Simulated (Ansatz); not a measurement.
From input file to script: Ba2YbNbO6, space group Fm-3m in Ansatz 0.2.0.

```yaml
crystal:
  lattice:
    - [0.0, 4.2882, 4.2882]
    - [4.2882, 0.0, 4.2882]
    - [4.2882, 4.2882, 0.0]
  atoms:
    - { symbol: Ba, position: [0.25, 0.25, 0.25] }
    - { symbol: Ba, position: [0.75, 0.75, 0.75] }
    - { symbol: Yb, position: [0.5, 0.5, 0.5] }
    - { symbol: Nb, position: [0.0, 0.0, 0.0] }
    - { symbol: O, position: [0.765, 0.765, 0.235] }
    - { symbol: O, position: [0.765, 0.235, 0.765] }
    - { symbol: O, position: [0.235, 0.765, 0.235] }
    - { symbol: O, position: [0.765, 0.235, 0.235] }
    - { symbol: O, position: [0.235, 0.235, 0.765] }
    - { symbol: O, position: [0.235, 0.765, 0.765] }
basis:
  ecutwfc: 550.0
kpoints:
  mp_grid: { grid: [5, 5, 5], shift: [0.0, 0.0, 0.0] }
hamiltonian:
  xc: r2scan
scf:
  convergence: { dr2_threshold: 1.0e-07 }
  occupations: { method: gaussian, width: 0.1 }
output:
  dos: { de: 0.05 }
  eigenvalues: true
```

The program run on that file:
```console
$ ansatz run input.yaml --threads 1 --pin off --max-ram 3072MiB --backend cpu --events-out ev --progress --plain --runs-dir out
Engine: ansatz 0.2.0, x86_64-unknown-linux-gnu
Pseudopotentials: kind: paw
Pseudopotential: Ba, paw, valence charge 10, recommended cutoff 500 eV (meta_gga), Ba.paw.azcp
Pseudopotential: Yb, paw, valence charge 24, recommended cutoff 500 eV (meta_gga), Yb.paw.azcp
Pseudopotential: Nb, paw, valence charge 13, recommended cutoff 500 eV (meta_gga), Nb.paw.azcp
Pseudopotential: O, paw, valence charge 6, recommended cutoff 500 eV (meta_gga), O.paw.azcp
Functional definition: r2SCAN
  parameter k0 = 0.174
  parameter k1 = 0.065
  parameter a1 = 4.9479
  exchange = r2scan_x(k0 = k0, k1 = k1, a1 = a1)
  correlation = r2scan_c
Crystal: 10 atoms, lattice volume = 157.708 Å³
Basis set: ecut = 550 eV, 4645 PW (Γ), exchange–correlation on 192×192×192 points (64 copies of the dense FFT grid, shifted against one another)
Bands: 57, of which v1, the nominal top of the filled ones, is band 47 counted from 1 (46 counted from 0)
Symmetry: 48 space group operations
Space group: Fm-3m (ITA 225), of the structure as read, at distance tolerance 5.4e-5 Å
k-points: 10 of 125
Non-local potential: Ba, projectors of the file, l = 0: 3, l = 1: 2, l = 2: 2, l = 3: 2
Non-local potential: Yb, projectors of the file, l = 0: 3, l = 1: 2, l = 2: 2, l = 3: 3
Non-local potential: Nb, projectors of the file, l = 0: 3, l = 1: 2, l = 2: 2, l = 3: 1
Non-local potential: O, projectors of the file, l = 0: 2, l = 1: 2, l = 2: 1
PAW form: soft (Blöchl's): semilocal exchange-correlation on the pseudo side does not see the compensation charge
PAW frozen core: Ba, regenerated for the run's functional (the file was generated under x = pbe(κ = 0.804, μ = 0.2195149727645171), c = pbe(β = 0.06672455060314922))
PAW frozen core: Yb, regenerated for the run's functional (the file was generated under x = pbe(κ = 0.804, μ = 0.2195149727645171), c = pbe(β = 0.06672455060314922))
PAW frozen core: Nb, regenerated for the run's functional (the file was generated under x = pbe(κ = 0.804, μ = 0.2195149727645171), c = pbe(β = 0.06672455060314922))
PAW frozen core: O, regenerated for the run's functional (the file was generated under x = pbe(κ = 0.804, μ = 0.2195149727645171), c = pbe(β = 0.06672455060314922))
PAW one-centre angular grid: Ba, 302 points (default); XC on 160 Gauss nodes
PAW one-centre angular grid: Yb, 2702 points (default); XC on 160 Gauss nodes
PAW one-centre angular grid: Nb, 590 points (default); XC on 160 Gauss nodes
PAW one-centre angular grid: O, 302 points (default); XC on 160 Gauss nodes
Initial density: superposition of atomic densities (neutral atoms: chi_scale 0, normalization atom), corrected by the library's trained network
Initial wavefunctions: pseudopotential atomic-orbital guess
Functional: x = r2scan, c = r2scan; τ floored in thin density (d = 2e-4 eV/Å³)
SCF iter   1: F=—  HF=-33726.272709 eV  |F-HF|=—  |Δ(HF+E_count)|=         —  Δρ=1.32e-2  dr2=3.86e-1  dr2_τ=4.52e-1  ethr=1.77e-3  ⟨swp⟩=9.7  Hψ=2607  notcnv=0
preconditioner: auto → Kerker (q_TF=auto, 2.498 Å⁻¹)  [metal: Δε(μ)=0.014 eV  Ē_g=13.830 eV  σ=0.100 eV  W_gap=0.08  n_scr=50 (ndim 8)  ℏωp=26.9 eV  f_vac=0.006  D(μ)=13.82/eV (n_scr^D=168)]
SCF iter   2: F=—  HF=-33726.537637 eV  |F-HF|=—  |Δ(HF+E_count)|=   2.65e-1  Δρ=1.81e-2  dr2=4.91e-1  dr2_τ=9.77e-3  ethr=4.15e-4  ⟨swp⟩=2.8  Hψ=1216  notcnv=0  defer=34
SCF iter   3: F=—  HF=-33726.445969 eV  |F-HF|=—  |Δ(HF+E_count)|=   9.17e-2  Δρ=6.23e-3  dr2=4.88e-2  dr2_τ=5.32e-3  ethr=4.15e-4  ⟨swp⟩=2.1  Hψ=1106  notcnv=0  defer=34
SCF iter   4: F=—  HF=-33726.437889 eV  |F-HF|=—  |Δ(HF+E_count)|=   8.08e-3  Δρ=2.95e-3  dr2=1.11e-2  dr2_τ=6.09e-4  ethr=5.25e-5  ⟨swp⟩=2.0  Hψ=730  notcnv=0  defer=34
SCF iter   5: F=—  HF=-33726.436617 eV  |F-HF|=—  |Δ(HF+E_count)|=   1.27e-3  Δρ=1.19e-3  dr2=1.53e-3  dr2_τ=1.41e-4  ethr=1.20e-5  ⟨swp⟩=2.5  Hψ=845  notcnv=0  defer=34
SCF iter   6: F=—  HF=-33726.436612 eV  |F-HF|=—  |Δ(HF+E_count)|=   4.32e-6  Δρ=7.64e-4  dr2=7.72e-4  dr2_τ=2.57e-5  ethr=1.65e-6  ⟨swp⟩=2.5  Hψ=796  notcnv=0  defer=34
SCF iter   7: F=—  HF=-33726.436584 eV  |F-HF|=—  |Δ(HF+E_count)|=   2.83e-5  Δρ=2.12e-4  dr2=8.80e-5  dr2_τ=1.22e-6  ethr=8.30e-7  ⟨swp⟩=1.9  Hψ=791  notcnv=0  defer=34
SCF iter   8: F=—  HF=-33726.436413 eV  |F-HF|=—  |Δ(HF+E_count)|=   1.72e-4  Δρ=1.43e-4  dr2=2.90e-5  dr2_τ=2.50e-7  ethr=9.47e-8  ⟨swp⟩=2.0  Hψ=978  notcnv=0  defer=34
SCF iter   9: F=—  HF=-33726.436411 eV  |F-HF|=—  |Δ(HF+E_count)|=   1.13e-6  Δρ=1.54e-5  dr2=5.51e-7  dr2_τ=3.25e-8  ethr=3.12e-8  ⟨swp⟩=1.3  Hψ=543  notcnv=0  defer=34
SCF iter  10: F=—  HF=-33726.436411 eV  |F-HF|=—  |Δ(HF+E_count)|=   5.33e-9  Δρ=1.07e-5  dr2=2.42e-7  dr2_τ=4.44e-9  ethr=5.93e-10  ⟨swp⟩=2.0  Hψ=954  notcnv=0  defer=34
SCF iter  11: F=-33726.436411 eV  HF=-33726.436411 eV  |F-HF|=4.90e-8  |Δ(HF+E_count)|=   2.87e-8  Δρ=4.54e-6  dr2=4.17e-8  dr2_τ=2.46e-10  ethr=1.08e-10  ⟨swp⟩=8.7  Hψ=2190  notcnv=0
SCF 1 converged in 11 iterations: F = -33726.436411 eV  dr2 = 4.17e-8
  greatest PAW one-centre occupation: 1.001 electrons in one spin orbital (limit 2), on the Nb atom at site 3 (counted from 0), in its partial waves of l = 0
SCF converged after 11 iterations
Free energy (F): -33726.436411 eV
Harris-Foulkes:  -33726.436411 eV  (|F-HF|=4.90e-8)
Internal energy: -33726.362888 eV  (E = F + TS)
E sigma→0 (E₀):  -33726.399650 eV
Entropy (-TS):   -0.073523 eV (-7.352 meV/atom)
Fermi energy:    9.566650 eV
--- Per-component energies (eV) ---
  E_band       = -201.521259
  E_kinetic    = 2151.523961
  E_local      = -10342.200790  (includes V_loc(G=0)·N_el)
  E_nonlocal   = 1013.237797
  E_hartree    = 4269.964412
  E_xc         = -1096.617305
  E_vxc        = -1411.309652  (∫ρ·V_xc dr)
  E_paw        = -21889.574712  (= ΣΔE_a)
  E_vpaw       = -237.938669  (= ΣTr[D̂ρ^β])
  E_aug_tail   = 0.003712  (compensation charges beyond the density's cutoff)
  E_vtau       = 85.255306  (kinetic-family band-sum trace: ∫τ·v_τ [+ j·A + Jᵃ·Aᵃ] dr)
  E_ewald      = -7833.305926
  E_core_change = 0.605962  (= ΣΔE_core)
  E_smearing   = -0.073523  (= −TS)
  E_closure    = 0.000000  (closes the sum)
  Σ components = -33726.436411   (vs F -33726.436411, Δ=0.00e0)
--- Band table (eV; the first three rows and the last of 10) ---
  k-point 0: bands = ["-47.1640", "-42.5481", "-22.5434", "-22.5434", "-22.5434", "-17.1206", "-17.0238", "-14.1200", "-14.1200", "-14.1200", "-8.3036", "-7.9515", "-7.9515", "-7.2007", "-7.2007", "-7.2007", "-2.2020", "-2.2020", "-2.2020", "-1.8320", "-1.8320", "-1.8320", "5.3134", "5.3134", "5.4184", "6.3123", "6.3123", "6.3123", "7.4184", "7.4184", "7.4184", "8.0094", "8.0094", "8.0094", "8.3789", "8.3789", "8.3789", "9.0697", "9.0697", "9.0697", "9.2566", "9.2566", "9.2566", "9.3669", "9.6399", "9.6399", "9.6399", "12.6514", "12.6514", "12.6514", "14.1688", "14.1688", "15.1807", "15.5479", "15.5479", "15.5479", "16.4387"]
  k-point 1: bands = ["-47.1641", "-42.5481", "-22.5437", "-22.5434", "-22.5434", "-17.1102", "-17.0316", "-14.1221", "-14.1221", "-14.1208", "-8.2474", "-7.8935", "-7.8935", "-7.3373", "-7.2736", "-7.2736", "-2.1398", "-2.1398", "-2.0525", "-1.8394", "-1.8394", "-1.7684", "5.4581", "5.4581", "5.6293", "6.1471", "6.3046", "6.3046", "7.1149", "7.3418", "7.3418", "7.7904", "7.7904", "8.0898", "8.0902", "8.3225", "8.3225", "8.8462", "8.8462", "8.9118", "9.2235", "9.2235", "9.3195", "9.3673", "9.5025", "9.5591", "9.5591", "12.8852", "12.9224", "12.9224", "14.6013", "14.6013", "15.5858", "15.7525", "15.7525", "15.7578", "16.4849"]
  k-point 2: bands = ["-47.1640", "-42.5481", "-22.5442", "-22.5433", "-22.5433", "-17.0842", "-17.0535", "-14.1254", "-14.1254", "-14.1223", "-8.0840", "-7.7519", "-7.7519", "-7.6267", "-7.4392", "-7.4392", "-2.0038", "-2.0038", "-1.8861", "-1.8861", "-1.7820", "-1.6828", "5.7557", "5.7557", "5.8100", "6.2691", "6.2909", "6.2909", "6.5743", "7.1402", "7.1402", "7.4399", "7.4597", "7.4597", "8.2751", "8.2751", "8.3069", "8.4981", "8.4981", "8.6242", "9.1795", "9.1795", "9.3590", "9.3666", "9.3675", "9.4490", "9.4490", "13.3127", "13.3127", "13.3132", "15.4969", "15.4969", "15.8621", "15.8621", "15.9712", "16.2883", "16.7217"]
  k-point 9: bands = ["-47.1640", "-42.5481", "-22.5441", "-22.5439", "-22.5435", "-17.0755", "-17.0591", "-14.1274", "-14.1185", "-14.1174", "-8.2442", "-8.0488", "-7.7999", "-7.5119", "-7.2921", "-7.2405", "-1.9066", "-1.8800", "-1.8502", "-1.7713", "-1.7534", "-1.7406", "5.1012", "5.5606", "5.7411", "5.9946", "6.1493", "6.3332", "6.8572", "7.1342", "7.1343", "7.6099", "7.6761", "7.8394", "7.9536", "8.0768", "8.0979", "8.1786", "8.4778", "8.7565", "9.2096", "9.2492", "9.2572", "9.3683", "9.4054", "9.4462", "9.5267", "13.0970", "13.4406", "13.7171", "15.8372", "15.9885", "16.2365", "16.3142", "16.3481", "16.4069", "16.7337"]
```

`run_scf.py`
```python
"""Ground state of Ba2YbNbO6 at the given structure."""

from collections import Counter
import sys

import ansatz as az
import matplotlib.pyplot as plt
import numpy as np

structure = (
    az.Lattice.of([0.0, 4.2882, 4.2882], [4.2882, 0.0, 4.2882], [4.2882, 4.2882, 0.0])
    .atom("Ba", [0.25, 0.25, 0.25])
    .atom("Ba", [0.75, 0.75, 0.75])
    .atom("Yb", [0.5, 0.5, 0.5])
    .atom("Nb", [0.0, 0.0, 0.0])
    .atom("O", [0.765, 0.765, 0.235])
    .atom("O", [0.765, 0.235, 0.765])
    .atom("O", [0.235, 0.765, 0.235])
    .atom("O", [0.765, 0.235, 0.235])
    .atom("O", [0.235, 0.235, 0.765])
    .atom("O", [0.235, 0.765, 0.765])
)

# settings of the run
calculation = (
    structure.calculation()
    .functional("r2scan")
    .basis(550)
    .kpoints(mesh=(5, 5, 5), center="gamma")
    .occupations("Gaussian", width=0.1)
    .scf(tolerance=1e-07)
    .band_table()
    .density_of_states(energy_step=0.05)
)
try:
    result = calculation.run(threads=1)
except az.NonConvergedError as error:
    sys.exit(f"no convergence: {error}")
except az.RefusalError as error:
    sys.exit(f"input refused: {error}")
r = result.report

print("%-22s %14.5f eV" % ("F = E - TS", r["free_energy_ev"]))
print("%-22s %14.5f eV" % ("E", r["internal_energy_ev"]))
print("%-22s %14.5f eV" % ("Harris-Foulkes", r["harris_foulkes_ev"]))
print("%-22s %14.5f eV" % ("Fermi level", r["fermi_energy_ev"]))

edges = r.get("band_edges_ev")
if edges:
    print(f"band edges on the mesh: {edges[0]:.3f} and {edges[1]:.3f} eV, gap {edges[1] - edges[0]:.3f} eV")
else:
    print("no band edges reported; Fermi level", round(r["fermi_energy_ev"], 3), "eV")

print("energy terms (eV)")
for term, value in r["components"].items():
    if abs(value) > 1e-9:
        print(f"  {term:26s} {value:16.5f}")

told = Counter((n["data"]["severity"], n["data"]["kind"]) for n in result.notices if n["event"] == "notice")
for (severity, kind), count in sorted(told.items()):
    print(f"{severity:8s} {kind} x{count}")

dos = result.density_of_states()
energy = np.asarray(dos.energies_ev) - dos.fermi_ev
fig, ax = plt.subplots(figsize=(5, 3.2))
for spin, channel in enumerate(dos.channels):
    ax.plot(energy, (-1) ** spin * np.asarray(channel.g_bin_mean_per_ev), lw=1)
ax.axvline(0, color="k", ls=":")
ax.set(xlim=(-6, 8), xlabel="E - E_F (eV)", ylabel="states/eV", title="Ba2YbNbO6")
fig.tight_layout()
fig.savefig("dos.png", dpi=100)
print("states below E_F:", round(float(np.interp(0.0, energy, dos.spin_summed_integrated)), 3))
```

```console
$ python run_scf.py
F = E - TS               -33726.43641 eV
E                        -33726.36289 eV
Harris-Foulkes           -33726.43641 eV
Fermi level                   9.56665 eV
no band edges reported; Fermi level 9.567 eV
energy terms (eV)
  e_band                           -201.52126
  e_kinetic                        2151.52396
  e_local                        -10342.20079
  e_nonlocal                       1013.23780
  e_hartree                        4269.96441
  e_xc                            -1096.61730
  e_vxc                           -1411.30965
  e_paw                          -21889.57471
  e_vpaw                           -237.93867
  e_augmentation_tail                 0.00371
  e_vtau                             85.25531
  e_ewald                         -7833.30593
  e_core_change                       0.60596
  e_smearing                         -0.07352
audit    band_cg_iterations x1
audit    preconditioner_resolved x1
states below E_F: 93.554
```

Absolute energies stand on the zero of these potentials, so only differences at equal settings mean something. A total without «per atom» is that of the cell as typed. Semilocal functionals put the nearly full 4f shell of Yb too close to the Fermi level. The energy terms are those on the plane-wave grid, with the one-centre PAW part apart; e_band, e_vxc and e_vpaw aren't summands of the total. The count of states below the Fermi level is interpolated on the energy grid. The mesh is modest for a metal, so energies can be off by several to tens of meV an atom and pressures by half a GPa or more; differences at equal mesh fare better. An absolute Fermi energy rests on an arbitrary zero of the periodic potential and has no direct meaning. The structure comes from a database of computed cells and needn't be a stable or known phase. Levels are Kohn-Sham eigenvalues on this mesh, without spin-orbit coupling. The computed bands are complete only to about 6.7 eV above the Fermi level; beyond that the density of states is undercounted.

(Lines on the test bed's own set-up are left out of the output.)
